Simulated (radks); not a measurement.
**Excited configurations of Pr⁺**

How tightly is the outer electron of Pr⁺ held in higher orbitals? Ground state, ion and excited configurations are run in turn.

The numbers are computed with radks (a radial shooting solver on a logarithmic mesh, Libxc functionals) version 1 (Dirac Kohn-Sham, BLYP, spin-unpolarised, spherical densities, point nucleus; open shells fill j = l - 1/2 first), except any that are marked as measured or tabulated.

2 further runs of the same task are left out: 2 that didn't finish.

### Step 1. The system

- element: praseodymium (Z = 59)
- charge: +1
- electrons: 58
- configuration: [Xe] 4f3 6s1

### Step 2. Ground configuration: [Xe] 4f3 6s1

The run's settings:

```text
Z 59
configuration [Xe] 4f3 6s1
relativity Dirac
functional b88,lyp
spin unpolarised
j_filling energy
nucleus point
c 137.035999084
```

### Step 3. The ion: [Xe] 4f3

Changes since step 2:

```diff
@@ -1,3 +1,3 @@
 Z 59
-configuration [Xe] 4f3 6s1
+configuration [Xe] 4f3
 relativity Dirac
```

### Step 4. Outer electron in 5d: [Xe] 4f3 5d1

Changes since step 3:

```diff
@@ -1,3 +1,3 @@
 Z 59
-configuration [Xe] 4f3
+configuration [Xe] 4f3 5d1
 relativity Dirac
```

### Step 5. Outer electron in 5f: [Xe] 4f3 5f1

Changes since step 4:

```diff
@@ -1,3 +1,3 @@
 Z 59
-configuration [Xe] 4f3 5d1
+configuration [Xe] 4f3 5f1
 relativity Dirac
```

### Step 6. Outer electron in 6d: [Xe] 4f3 6d1

Changes since step 5:

```diff
@@ -1,3 +1,3 @@
 Z 59
-configuration [Xe] 4f3 5f1
+configuration [Xe] 4f3 6d1
 relativity Dirac
```

### Step 7. Outer electron in 7s: [Xe] 4f3 7s1

Changes since step 6:

```diff
@@ -1,3 +1,3 @@
 Z 59
-configuration [Xe] 4f3 6d1
+configuration [Xe] 4f3 7s1
 relativity Dirac
```

### Step 8. Outer electron in 7p: [Xe] 4f3 7p1

Changes since step 7:

```diff
@@ -1,3 +1,3 @@
 Z 59
-configuration [Xe] 4f3 7s1
+configuration [Xe] 4f3 7p1
 relativity Dirac
```

### Step 9. Outer electron in 7d: [Xe] 4f3 7d1

Changes since step 8:

```diff
@@ -1,3 +1,3 @@
 Z 59
-configuration [Xe] 4f3 7p1
+configuration [Xe] 4f3 7d1
 relativity Dirac
```

**Question.** What will these runs give? Wanted: for each run, outer orbital; excitation; binding; n*; quantum defect; <r>.

The runs gave:

```csv
outer orbital,excitation (eV),binding (eV),n*,quantum defect,<r> (bohr)
5d,0.954,9.764,2.361,2.639,3.066
5f,7.308,3.411,3.994,1.006,8.747
6d,6.169,4.550,3.459,2.541,7.761
7s,5.483,5.236,3.224,3.776,8.111
7p,6.394,4.325,3.547,3.453,9.387
7d,7.837,2.882,4.345,2.655,13.26
```

**Reading.** Binding is E(ion) − E, and n* = 2/√(2·binding) in atomic units. The Δ-SCF energy to the ion that was run is 10.719 eV (NIST's first ionisation energy, to the ion's ground state: 10.63 eV, semi-empirical). Mean quantum defects: d 2.61, f 1.01, s 3.78, p 3.45. They fall with l, since high-l orbitals stay out of the core. Self-interaction in the functional shifts them, so they are the method's values and not measured ones. Spin polarisation and multiplet splitting are left out, so open shells lie too high by an amount that depends on their filling.
